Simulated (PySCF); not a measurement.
# WCl₂: structure of the triplet

Aim: relax WCl₂ as a triplet from a bent start, check by its vibrations whether the end is a minimum, and collect its spectrum and constants.

The runs use PySCF 2.14.0; PBE, basis W def2-TZVP with ECP60, Cl def2-TZVP, scalar-relativistic core potentials, no spin–orbit coupling, density fitting.

## (1) Starting geometry

3 atoms, charge 0, spin multiplicity 3.

Bond lengths: W1–Cl2 2.360 Å, W1–Cl3 2.360 Å. Angles: Cl2–W1–Cl3 110.0°.

```xyz
3
charge 0 multiplicity 3
W     0.0000    0.0000    0.0000
Cl    1.9332    0.0000    1.3536
Cl   -1.9332    0.0000    1.3536
```

## (2) Finding the electronic state

One driver script runs all steps and calls PySCF; scf.py shows how it sets up the SCF of each step. The optimiser is the driver's own. After this first run the driver tries any further starts and a stability analysis.

The input, scf.py:

```python
from pyscf import gto, scf, dft
mol = gto.M(atom='''
W      0.000000     0.000000     0.000000
Cl     1.933200     0.000000     1.353600
Cl    -1.933200     0.000000     1.353600''',
    basis={'W': 'def2-TZVP', 'Cl': 'def2-TZVP'},
    ecp={'W': 'def2-TZVP'},
    charge=0, spin=2)
mf = dft.UKS(mol, xc='PBE')
mf.grids.atom_grid = (50, 194)
aux = {'W': 'def2-universal-JKFIT', 'Cl': 'def2-universal-JKFIT'}
mf = mf.density_fit(auxbasis=aux)
mf.conv_tol = 1e-08
mf.diis_space = 10
mf.max_cycle = 60
mf.init_guess = 'minao'
mf.verbose = 4
mf.kernel()
```

Started as:

```
OMP_NUM_THREADS=4 python axn.py task.json out
```

Log:

```text
init E= -968.432650120096
[... the frontier-level lines of each cycle are left out ...]
cycle= 1 E= -987.041706641534  delta_E= -18.6  |g|= 0.44  |ddm|= 4.92
cycle= 2 E= -982.696469242461  delta_E= 4.35  |g|= 2.94  |ddm|= 1.95
cycle= 3 E= -987.130613586551  delta_E= -4.43  |g|= 0.228  |ddm|= 1.72
cycle= 4 E= -987.136130162987  delta_E= -0.00552  |g|= 0.189  |ddm|= 0.366
cycle= 5 E= -987.156431131484  delta_E= -0.0203  |g|= 0.0282  |ddm|= 0.217
cycle= 6 E= -987.156939447682  delta_E= -0.000508  |g|= 0.00905  |ddm|= 0.0525
cycle= 7 E= -987.156986754522  delta_E= -4.73e-05  |g|= 0.00196  |ddm|= 0.0137
cycle= 8 E= -987.15698842247  delta_E= -1.67e-06  |g|= 0.000534  |ddm|= 0.00333
cycle= 9 E= -987.156988650263  delta_E= -2.28e-07  |g|= 0.000144  |ddm|= 0.00122
cycle= 10 E= -987.156988676322  delta_E= -2.61e-08  |g|= 3.9e-05  |ddm|= 0.000584
cycle= 11 E= -987.156988678424  delta_E= -2.1e-09  |g|= 1.6e-05  |ddm|= 0.000157
Extra cycle  E= -987.156988678166  delta_E= 2.58e-10  |g|= 3.34e-05  |ddm|= 7.58e-05
converged SCF energy = -987.156988678166  <S^2> = 2.0157026  2S+1 = 3.0104502
```

This step, with its further starts and checks, ran for 38 s (4 threads of AMD EPYC 7R43 (Zen 3), shared host).

The starts that the driver tried:

| start | energy (Eh) |
| --- | --- |
| the minimal-basis guess | -987.156989 |
| a thermally smeared density | -987.170015 |
| a smeared PBE density | -987.156989 |

This is not the lowest solution: one lies 34.2 kJ/mol lower, at -987.17001 Eh, and the relaxation starts from that.

## (3) Bent start, triplet: relaxation

The program finds C2v symmetry in the start, which this walk keeps.

Changes to scf.py since step 2:

```diff
@@ -3,3 +3,3 @@
-W      0.000000     0.000000     0.000000
-Cl     1.933200     0.000000     1.353600
-Cl    -1.933200     0.000000     1.353600''',
+W      0.000000     0.000000    -0.372871
+Cl     1.933200     0.000000     0.980729
+Cl    -1.933200     0.000000     0.980729''',
@@ -16 +15,0 @@
-mf.init_guess = 'minao'
```

Steps of the walk:

```csv
step,energy (Eh),change (kJ/mol),largest symmetric gradient (Eh/bohr)
0,-987.170015,0.00,0.04771
1,-987.179947,-26.08,0.02107
2,-987.183242,-34.73,0.00586
3,-987.184718,-38.60,0.00304
4,-987.185219,-39.92,0.00301
5,-987.185268,-40.05,0.00064
6,-987.185272,-40.06,0.00023
7,-987.185272,-40.06,0.00001
```

The walk took 25 s.

Positions (Å) and forces (eV/Å) along the way:

```
step 0
W    0.000   0.000  -0.373  -0.001   0.000   2.453
Cl   1.933   0.000   0.981  -1.092   0.000  -1.226
Cl  -1.933   0.000   0.981   1.093   0.000  -1.227
step 1
W    0.000   0.000  -0.266   0.001   0.000   1.084
Cl   1.944   0.000   0.928  -0.328   0.000  -0.542
Cl  -1.944   0.000   0.928   0.327   0.000  -0.541
step 4
W    0.000   0.000   0.012   0.000   0.000   0.110
Cl   2.130   0.000   0.788  -0.155   0.000  -0.055
Cl  -2.130   0.000   0.788   0.155   0.000  -0.055
step 7
W    0.000   0.000   0.007   0.000   0.000   0.000
Cl   2.118   0.000   0.791   0.000   0.000   0.000
Cl  -2.118   0.000   0.791   0.000   0.000   0.000
```

After 7 steps and 40.1 kJ/mol it ends at C2v: W–Cl 2.258 Å (×2); Cl–W–Cl 139.4°.

## (4) Is it a minimum? Harmonic modes

The point is checked on the finer grid, and tightened if its gradient asks for it. The Hessian and the dipole derivatives come from central differences of analytic gradients, with steps of 0.02 bohr.

Changes to scf.py since step 3:

```diff
@@ -3,3 +3,3 @@
-W      0.000000     0.000000    -0.372871
-Cl     1.933200     0.000000     0.980729
-Cl    -1.933200     0.000000     0.980729''',
+W      0.000000     0.000000    -0.214884
+Cl     2.117511     0.000000     0.566940
+Cl    -2.117511     0.000000     0.566940''',
@@ -10 +10 @@
-mf.grids.atom_grid = (50, 194)
+mf.grids.atom_grid = (75, 302)
@@ -13 +13 @@
-mf.conv_tol = 1e-08
+mf.conv_tol = 1e-10
```

The driver hands on the density of the step before, so the log starts near convergence.

SCF at the final geometry:

```text
init E= -987.185043631402
[... the frontier-level lines of each cycle are left out ...]
cycle= 1 E= -987.185043631399  delta_E= 2.73e-12  |g|= 3.9e-06  |ddm|= 6.47e-06
Extra cycle  E= -987.185043631383  delta_E= 1.66e-11  |g|= 6.62e-06  |ddm|= 1.09e-05
converged SCF energy = -987.185043631383  <S^2> = 2.8792484  2S+1 = 3.5379364
```

The whole step took 58 s.

Geometry: C2v; W–Cl 2.257 Å (×2); Cl–W–Cl 139.5°.

Harmonic modes (main isotopes):

| symmetry | ω (cm⁻¹) | IR (km/mol) | μ (u) |
| --- | --- | --- | --- |
| a1 | 67 | 0.5 | 42.73 |
| a1 | 387 | 7.3 | 36.48 |
| b2 | 395 | 82.2 | 43.88 |

No imaginary mode, so this is a minimum.

Properties at this point:

| Quantity | Value |
| --- | --- |
| Dipole moment | 0.96 D |
| Highest occupied level | -4.82 eV |
| Lowest empty level | -4.52 eV |
| Rotational constants | 0.5443, 0.05376, 0.04892 cm⁻¹ |
| Zero-point energy | 5.1 kJ/mol |
| Principal polarisabilities | 56.0, 64.1, 94.9 bohr³ |
| Atomisation energy without zero-point energy | 837 kJ/mol |
| Principal traceless quadrupole moments about the centre of mass | -3.94, 1.79, 2.15 D Å |
| Entropy at 298.15 K and 1 bar (electronic part: spin only) | 318.4 J/(mol K) |
| Heat capacity Cp at 298.15 K | 54.0 J/(mol K) |
| Enthalpy at 298.15 K above 0 K | 13.69 kJ/mol |
| Rotational symmetry number | 2 |
| Spin squared ⟨S²⟩ | 2.879 |

Charges (e) and bond orders:

| atom | Mulliken | Löwdin | polar tensor | spin (Mulliken) | Mayer order to W1 |
| --- | --- | --- | --- | --- | --- |
| W1 | 0.54 | -0.16 | 0.89 | 1.96 | – |
| Cl2,3 | -0.27 | 0.08 | -0.44 | 0.02 | 1.25 |

Mulliken populations on W1 (outside its core potential): s 2.96, p 6.25, d 4.21, f 0.04.

## (5) Outcome

| quantity | value |
| --- | --- |
| minimum | broken-symmetry (Ms = 1), C2v |
| geometry | W–Cl 2.257 Å (×2); Cl–W–Cl 139.5° |
| wavenumbers (cm⁻¹) | 67 (a1), 387 (a1), 395 (b2) |
| dipole moment | 0.96 D |
| highest occupied, lowest empty level (either spin) | -4.82, -4.52 eV |
| polar-tensor charge of W1 | +0.89 e |
| zero-point energy | 5.1 kJ/mol |
| entropy at 298.15 K | 318.4 J/(mol K) |
| atomisation energy (no zero-point energy) | 837 kJ/mol |
| ⟨S²⟩ | 2.879 |

**Reading.** The molecule stays C2v, as typed, and the end point is a minimum. The determinant is spin-contaminated (⟨S²⟩ = 2.88 against 2.00), so it is no pure spin state. The strongest infrared band lies at 395 cm⁻¹ (b2, stretch). The first SCF alone would have been 34 kJ/mol too high. Other starts or spin states, not run here, may lie lower. Open d and f shells are described by one determinant, and the ground state may have another occupation or spin. With an element this heavy the missing spin–orbit coupling can shift these numbers.

The search up to here took 2 min.
